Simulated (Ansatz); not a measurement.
# CH₇FO₃SiTi: small, medium and large basis sets

How large a basis does CH₇FO₃SiTi need? Two functionals are run in growing sets.

Computed with Ansatz 0.2.0, Gaussian basis. Level: one geometry, several basis sets.

Plan: PBE0-D4/def2-SVP; ωB97M-V/def2-SVP; PBE0-D4/def2-QZVPP; ωB97M-V/def2-QZVPP; the functionals' def2-TZVPP values are taken from earlier runs.

## 1. The geometry

All runs share one geometry, relaxed beforehand with PBE0-D4 in a triple-zeta def2 set.

14 atoms, charge 0, spin multiplicity 1.

Atoms are counted from 1 here; the program's logs count them from 0.

Bond lengths: C1–O2 1.392 Å, C1–H8 1.094 Å, C1–H9 1.094 Å, C1–H10 1.094 Å, O2–Ti3 1.756 Å, Ti3–O4 1.793 Å, Ti3–F5 1.772 Å, Ti3–O6 1.792 Å, O4–H11 0.957 Å, O6–Si7 1.637 Å, Si7–H12 1.485 Å, Si7–H13 1.486 Å, Si7–H14 1.487 Å. Angles: O2–C1–H8 109.8°, O2–C1–H9 110.6°, O2–C1–H10 109.9°, H8–C1–H9 108.8°, H8–C1–H10 108.7°, H9–C1–H10 108.9°, C1–O2–Ti3 159.2°, O2–Ti3–O4 109.9°, O2–Ti3–F5 109.4°, O2–Ti3–O6 109.0°, O4–Ti3–F5 109.8°, O4–Ti3–O6 109.6°, F5–Ti3–O6 109.2°, Ti3–O4–H11 133.1°, Ti3–O6–Si7 168.6°, O6–Si7–H12 109.6°, O6–Si7–H13 110.0°, O6–Si7–H14 109.4° and more.

Geometry (Å):

```
atom     x (Å)     y (Å)     z (Å)
  C1  -0.31166  -0.76769   2.47210
  O2   0.52609  -0.15954   1.54110
 Ti3   1.02307   0.66937   0.07559
  O4   2.48831  -0.11128  -0.60124
  F5   1.36662   2.36799   0.44755
  O6  -0.30808   0.58687  -1.12073
 Si7  -1.32165   0.31915  -2.37744
  H8   0.14030  -1.69964   2.82437
  H9  -1.28420  -0.99412   2.02434
 H10  -0.46134  -0.10421   3.32872
 H11   3.03334  -0.84277  -0.31092
 H12  -1.84946   1.61434  -2.87683
 H13  -0.59946  -0.37750  -3.47361
 H14  -2.45499  -0.53017  -1.92419
```

## 2. PBE0-D4 in def2-SVP

Input file in.yaml:

```yaml
crystal:
  periodic: [false, false, false]
  atoms:
    - {symbol: C, position_ang: [-0.311656, -0.767689, 2.472102]}
    - {symbol: O, position_ang: [0.526094, -0.159545, 1.541104]}
    - {symbol: Ti, position_ang: [1.023067, 0.669369, 0.075586]}
    - {symbol: O, position_ang: [2.488308, -0.111277, -0.601244]}
    - {symbol: F, position_ang: [1.366622, 2.367991, 0.447552]}
    - {symbol: O, position_ang: [-0.308077, 0.586874, -1.120734]}
    - {symbol: Si, position_ang: [-1.321648, 0.319147, -2.377445]}
    - {symbol: H, position_ang: [0.140301, -1.699642, 2.824368]}
    - {symbol: H, position_ang: [-1.284198, -0.994123, 2.024345]}
    - {symbol: H, position_ang: [-0.461341, -0.104213, 3.328717]}
    - {symbol: H, position_ang: [3.033338, -0.842771, -0.310923]}
    - {symbol: H, position_ang: [-1.849462, 1.614342, -2.876833]}
    - {symbol: H, position_ang: [-0.599460, -0.377496, -3.473609]}
    - {symbol: H, position_ang: [-2.454988, -0.530166, -1.924185]}
basis:
  gaussian: {orbitals: def2-SVP}
hamiltonian: {xc: pbe0, dispersion: d4}
output: {orbitals: {seedname: orbitals}}
```

After this run come: ωB97M-V in def2-SVP; PBE0-D4 in def2-QZVPP; ωB97M-V in def2-QZVPP.

**Question.** What will the summary of the whole plan be? Wanted: PBE0-D4: double and triple zeta above quadruple; ωB97M-V: double and triple zeta above quadruple.

As calculated:

| quantity | value |
| --- | --- |
| PBE0-D4: double and triple zeta above quadruple | 19.39, 1.28 eV |
| ωB97M-V: double and triple zeta above quadruple | 19.62, 1.19 eV |

In words: For PBE0-D4 the step from double to triple zeta gains 18.12 eV and the next only 1.28 eV. These are total energies; as a rule much of such shifts cancels in differences, which this series doesn't test.
